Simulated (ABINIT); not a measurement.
# HfB (Fm-3m) in ABINIT: settings compared

Aim: see how the results for HfB move with the level of theory and the settings. Levels: PBEsol, PBE. Tasks: optical spectrum, phonons.

All numbers are computed with ABINIT 10.8.3 (patched build); they aren't measurements. Logs are shortened: lines on timing, memory, paths and dates and some standing lists are left out, and cuts for length are marked. The log counts tension as positive stress, the text compression.

## (1) The crystal as given

The structure is cubic, space group Fm-3m (No. 225). Conventional cell: a = 4.620 Å, b = 4.620 Å, c = 4.620 Å, α = 90.00°, β = 90.00°, γ = 90.00°. Around Hf (site symmetry m-3m) lie 6 B at 2.31 Å. Around B (site symmetry m-3m) lie 6 Hf at 2.31 Å.

## (2) Optical spectrum, PBEsol (cell relaxed at zero pressure by an earlier run)

Input file run.abi:

```
ndtset 3

pp_dirpath "./"
pseudos "Hf.upf, B.upf"

acell 3.3905073658 3.3905073658 3.3905073658 Angstrom
rprim
     0.0000000000     0.7071067812     0.7071067812
     0.7071067812     0.0000000000     0.7071067812
     0.7071067812     0.7071067812     0.0000000000
ntypat 2
znucl 72 5
natom 2
typat 1 2
chkprim 0
chksymtnons 0
tolsym 1.0e-6
xred
            1/2            1/2            1/2
            0.0            0.0            0.0

ecut 38.0
ecutsm 0.5

ngkpt 6 6 6
nshiftk 4
shiftk
     0.5000000000     0.5000000000     0.5000000000
     0.5000000000     0.0000000000     0.0000000000
     0.0000000000     0.5000000000     0.0000000000
     0.0000000000     0.0000000000     0.5000000000
istwfk *1

ixc -116133

occopt 3
tsmear 0.00183747

nstep 80

iomode 3
prteig 0
prtebands 0

nband1 12
tolvrs1 1.0e-12
prtden1 1
prtwf1 0
kptopt1 1

iscf2 -3
getden2 1
nband2 24
nbdbuf2 4
tolwfr2 1.0e-12
nstep2 120
prtden2 0
kptopt2 1

optdriver3 8
wfk_task3 "wfk_optics_fullbz"
getwfk3 2
nband3 20
kptopt3 1
prtevk3 1
inclvkb3 2
```

Input file optic.abi:

```
&FILES
 ddkfile_1 = 'runo_DS3_1_EVK.nc',
 ddkfile_2 = 'runo_DS3_2_EVK.nc',
 ddkfile_3 = 'runo_DS3_3_EVK.nc',
 wfkfile = 'runo_DS3_WFK.nc'
/
&PARAMETERS
 broadening = 0.005512,
 domega = 0.002,
 maxomega = 0.8,
 scissor = 0.000000,
 tolerance = 0.002
/
&COMPUTATIONS
 num_lin_comp = 1,
 lin_comp = 11,
 num_nonlin_comp = 0
/
```

Potentials or basis: PseudoDojo NC SR PBEsol v0.4.1 standard.

Launch:

```
$ abinit run.abi > log 2>&1
$ optic optic.abi > optic.log 2>&1
```

run.abo:

```text
.Version 10.8.3 of ABINIT
 DATASET    1 : space group Fm -3 m (#225); Bravais cF (face-center cubic)
================================================================================
 Values of the parameters that define the memory need for DATASET  1.
     intxc =       0    ionmov =       0      iscf =       7    lmnmax =       8
     lnmax =       8     mgfft =      36  mpssoang =       4    mqgrid =    3001
     natom =       2  nloc_mem =       1    nspden =       1   nspinor =       1
    nsppol =       1      nsym =      48    n1xccc =    2501    ntypat =       2
    occopt =       3   xclevel =       2
       mpw =        2098          nfft =       46656          nkpt =          28
================================================================================
================================================================================
[... 13 lines left out ...]
 DATASET    3 : space group Fm -3 m (#225); Bravais cF (face-center cubic)
================================================================================
 Values of the parameters that define the memory need for DATASET  3.
     intxc =       0    ionmov =       0      iscf =       7    lmnmax =       8
     lnmax =       8     mgfft =      36  mpssoang =       4    mqgrid =    3001
     natom =       2  nloc_mem =       1    nspden =       1   nspinor =       1
    nsppol =       1      nsym =      48    n1xccc =    2501    ntypat =       2
    occopt =       3   xclevel =       2
       mpw =        2098          nfft =       46656          nkpt =          28
================================================================================
================================================================================

--------------------------------------------------------------------------------
------------- Echo of variables that govern the present computation ------------
--------------------------------------------------------------------------------
 -outvars: echo values of preprocessed input variables --------
            acell      6.4071303492E+00  6.4071303492E+00  6.4071303492E+00 Bohr
              amu      1.78490000E+02  1.08110000E+01
          chkprim           0
      chksymtnons           0
             ecut      3.80000000E+01 Hartree
           ecutsm      5.00000000E-01 Hartree
           getden1          0
           getden2          1
           getden3          0
           getwfk1          0
           getwfk2          0
           getwfk3          2
             iscf1          7
             iscf2         -3
             iscf3          7
              ixc     -116133
           jdtset        1    2    3
         kptrlatt        6   -6    6     -6    6    6     -6   -6    6
          kptrlen      5.43663038E+01
            natom           2
            nband1         12
            nband2         24
            nband3         20
           nbdbuf1          0
           nbdbuf2          4
           nbdbuf3          0
           ndtset           3
            ngfft          36      36      36
             nkpt          28
            nstep1         80
            nstep2        120
            nstep3         80
             nsym          48
           ntypat           2
           occopt           3
        optdriver1          0
        optdriver2          0
        optdriver3          8
           prtden1          1
           prtden2          0
           prtden3          1
        prtebands           0
           prteig           0
           prtevk1          0
           prtevk2          0
           prtevk3          1
            prtwf1          0
            prtwf2          1
            prtwf3          1
            rprim      0.0000000000E+00  7.0710678120E-01  7.0710678120E-01
                       7.0710678120E-01  0.0000000000E+00  7.0710678120E-01
                       7.0710678120E-01  7.0710678120E-01  0.0000000000E+00
           shiftk      5.00000000E-01  5.00000000E-01  5.00000000E-01
          spgroup         225
           tolsym      1.00000000E-06
           tolvrs1     1.00000000E-12
           tolvrs2     0.00000000E+00
           tolvrs3     0.00000000E+00
           tolwfr1     0.00000000E+00
           tolwfr2     1.00000000E-12
           tolwfr3     0.00000000E+00
           tsmear      1.83747000E-03 Hartree
            typat      1  2
         wfk_task1          0
         wfk_task2          0
[... 198 lines left out ...]

================================================================================

--- !BeginCycle
iteration_state: {dtset: 2, }
solver: {iscf: -3, nstep: 120, nline: 4, wfoptalg: 0, }
tolerances: {tolwfr: 1.00E-12, }
...

     iter   Etot(hartree)      deltaE(h)  residm     vres2
 Non-SCF case, kpt    1 ( -0.08333 -0.16667  0.00000), residuals and eigenvalues=
  7.61E-13  9.53E-14  3.08E-13  9.17E-14  2.68E-13  1.86E-13  2.38E-13  2.91E-13
  4.95E-13  3.93E-13  1.63E-13  9.82E-13  4.16E-13  7.77E-13  3.14E-13  9.85E-13
  4.05E-13  5.82E-13  8.07E-13  4.50E-13  7.16E-13  7.24E-13  5.43E-10  1.40E-04
 -1.8728E+00 -7.1964E-01 -7.1689E-01 -7.1660E-01  2.7689E-02  3.5643E-01
  3.7570E-01  3.9155E-01  4.2214E-01  4.7562E-01  5.1626E-01  5.5299E-01
  6.1392E-01  7.9131E-01  8.0975E-01  1.0363E+00  1.0639E+00  1.1227E+00
  1.1909E+00  1.3308E+00  1.3503E+00  1.3815E+00  1.4280E+00  1.5283E+00
 prteigrs : prtvol=0 or 1, do not print more k-points.

--- !ResultsGS
iteration_state: {dtset: 2, }
comment   : Summary of ground state results
lattice_vectors:
- [  0.0000000,   4.5305253,   4.5305253, ]
- [  4.5305253,   0.0000000,   4.5305253, ]
- [  4.5305253,   4.5305253,   0.0000000, ]
lattice_lengths: [   6.40713,    6.40713,    6.40713, ]
lattice_angles: [ 60.000,  60.000,  60.000, ] # degrees, (23, 13, 12)
lattice_volume:   1.8598404E+02
convergence: {deltae:  0.000E+00, res2:  0.000E+00, residm:  9.984E-13, diffor:  0.000E+00, }
etotal    :  -5.93491574E+01
entropy   :   0.00000000E+00
fermie    :   3.47636260E-01
cartesian_stress_tensor: null
pressure_GPa: null
xred      :
- [  5.0000E-01,   5.0000E-01,   5.0000E-01, Hf]
- [  0.0000E+00,   0.0000E+00,   0.0000E+00,  B]
cartesian_forces: null
force_length_stats: {min: null, max: null, mean: null, }
...

 Integrated electronic density in atomic spheres:
 ------------------------------------------------
 Atom  Sphere_radius  Integrated_density
    1        2.00000          8.44059049
    2        2.00000          2.43463060
================================================================================

 ----iterations are completed or convergence reached----

 Mean square residual over all n,k,spin=   45.460E-14; max=  99.842E-14
 reduced coordinates (array xred) for    2 atoms
       0.500000000000      0.500000000000      0.500000000000
       0.000000000000      0.000000000000      0.000000000000

 cartesian coordinates (angstrom) at end:
    1      2.39745075006573     2.39745075006573     2.39745075006573
    2      0.00000000000000     0.00000000000000     0.00000000000000
 length scales=  6.407130349235  6.407130349235  6.407130349235 bohr
              =  3.390507365800  3.390507365800  3.390507365800 angstroms
 Eigenvalues (hartree) for nkpt=  28  k points:
 kpt#   1, nband= 24, wtk=  0.02778, kpt= -0.0833 -0.1667  0.0000 (reduced coord)
  -1.87284   -0.71964   -0.71689   -0.71660    0.02769    0.35643    0.37570    0.39155
   0.42214    0.47562    0.51626    0.55299    0.61392    0.79131    0.80975    1.03633
   1.06389    1.12266    1.19095    1.33084    1.35032    1.38148    1.42802    1.52828
      occupation numbers for kpt#   1
   2.00000    2.00000    2.00000    2.00000    2.00000    0.01659    0.00000    0.00000
   0.00000    0.00000    0.00000    0.00000    0.00000    0.00000    0.00000    0.00000
   0.00000    0.00000    0.00000    0.00000    0.00000    0.00000    0.00000    0.00000
 prteigrs : prtvol=0 or 1, do not print more k-points.

--- !EnergyTerms
iteration_state     : {dtset: 2, }
comment             : Components of total free energy in Hartree
kinetic             :  1.64337388914448E+01
hartree             :  7.13874943035670E+00
xc                  : -1.53802061834480E+01
Ewald energy        : -4.30383129056651E+01
psp_core            :  2.03181567238724E+00
local_psp           : -2.92609868578232E+01
non_local_psp       :  2.72651112806424E+00
internal            : -5.93486908246834E+01
'-kT*entropy'       : -4.66352463333374E-04
total_energy        : -5.93491571771467E+01
...

--- !EnergyTermsDC
iteration_state     : {dtset: 2, }
comment             : '"Double-counting" decomposition of free energy'
band_energy         : -6.39615195187304E+00
Ewald energy        : -4.30383129056651E+01
psp_core            :  2.03181567238724E+00
xc_dc               : -1.19460418349013E+01
internal            : -5.93486910200522E+01
'-kT*entropy'       : -4.66352463333374E-04
total_energy_dc     : -5.93491573725155E+01
...

================================================================================
== DATASET  3 ==================================================================

--- !DatasetInfo
iteration_state: {dtset: 3, }
dimensions: {natom: 2, nkpt: 28, mband: 20, nsppol: 1, nspinor: 1, nspden: 1, mpw: 2098, }
cutoff_energies: {ecut:  38.0, pawecutdg:  -1.0, }
electrons: {nelect:   1.50000000E+01, charge:   0.00000000E+00, occopt:   3.00000000E+00, tsmear:   1.83747000E-03, }
meta: {optdriver: 8, wfk_task: 7, }
...

 mkfilename : getwfk/=0, take file _WFK from output of DATASET   2.

--------------------------------------------------------------------------------

 Computation of velocity matrix elements (DDK)

 Parameters extracted from the Abinit header:
    ecut:     38.0
    nkpt:    864
    mband:   24
    nsppol:  1
    nspinor: 1
    useylm:  0
    inclvkb: 2
    bmin: 1, bmax: 24
    Computing diagonal and off-diagonal matrix elements
    Between band index bmin: 1, bmax: 24

== END DATASET(S) ==============================================================
================================================================================

 -outvars: echo values of variables after computation  --------
            acell      6.4071303492E+00  6.4071303492E+00  6.4071303492E+00 Bohr
           etotal1    -5.9349157373E+01
           etotal2    -5.9349157373E+01
           etotal3     0.0000000000E+00
            fcart1    -0.0000000000E+00 -0.0000000000E+00 -0.0000000000E+00
                      -0.0000000000E+00 -0.0000000000E+00 -0.0000000000E+00
            fcart3     0.0000000000E+00  0.0000000000E+00  0.0000000000E+00
                       0.0000000000E+00  0.0000000000E+00  0.0000000000E+00
            rprim      0.0000000000E+00  7.0710678120E-01  7.0710678120E-01
                       7.0710678120E-01  0.0000000000E+00  7.0710678120E-01
                       7.0710678120E-01  7.0710678120E-01  0.0000000000E+00
           strten1     3.9498232163E-06  3.9498232164E-06  3.9498232164E-06
                       0.0000000000E+00  0.0000000000E+00  0.0000000000E+00
           strten3     0.0000000000E+00  0.0000000000E+00  0.0000000000E+00
                       0.0000000000E+00  0.0000000000E+00  0.0000000000E+00
           xangst      2.3974507501E+00  2.3974507501E+00  2.3974507501E+00
                       0.0000000000E+00  0.0000000000E+00  0.0000000000E+00
             xred      5.0000000000E-01  5.0000000000E-01  5.0000000000E-01
                       0.0000000000E+00  0.0000000000E+00  0.0000000000E+00
 Calculation completed.
```

Run time: 2.3 min. Hardware: 1 thread of Intel Xeon Platinum 8259CL at 2.50GHz (Skylake/Cascade Lake), shared host; peak memory 0.79 GiB.

Results:

```yaml
Free_energy: -1614.9728 eV
Pressure: -0.1 GPa
```

Dielectric function (mean over the directions given):
| energy (eV) | real part | imaginary part |
| --- | --- | --- |
| 0.33 | 34.24 | 15.20 |
| 0.98 | 9.25 | 13.30 |
| 1.63 | 4.02 | 12.57 |
| 2.29 | 9.64 | 9.14 |
| 2.94 | 3.08 | 9.76 |
| 3.70 | 3.71 | 7.39 |
| 4.35 | 6.73 | 7.81 |
| 5.01 | 2.50 | 7.97 |
| 5.66 | 2.07 | 7.41 |
| 6.31 | -0.80 | 6.87 |
| 7.08 | 0.50 | 5.08 |
| 7.73 | 0.94 | 7.02 |
| 8.38 | -2.71 | 5.33 |
| 9.03 | -0.75 | 3.71 |
| 9.69 | 0.13 | 4.47 |
| 10.45 | -0.23 | 3.75 |
| 11.10 | -1.46 | 4.04 |
| 11.76 | -2.37 | 3.10 |
| 12.41 | -2.09 | 1.56 |
| 13.06 | -1.01 | 1.93 |
| 13.82 | -1.27 | 0.92 |
| 14.48 | -0.35 | 0.65 |
| 15.13 | -0.32 | 1.21 |
| 15.78 | -0.35 | 0.79 |
| 16.44 | -0.33 | 0.81 |
| 17.20 | -0.08 | 0.67 |
| 17.85 | -0.10 | 0.70 |
| 18.50 | -0.02 | 0.34 |
| 19.16 | 0.31 | 0.38 |
| 19.92 | 0.40 | 0.49 |

Caveat: the intraband (Drude) term is left out; spectra need much finer meshes, so this one isn't converged; independent-particle spectra lack excitons. The run has no spin-orbit coupling, so splittings on Hf are missing.

(Continued in part 2 of 2.)
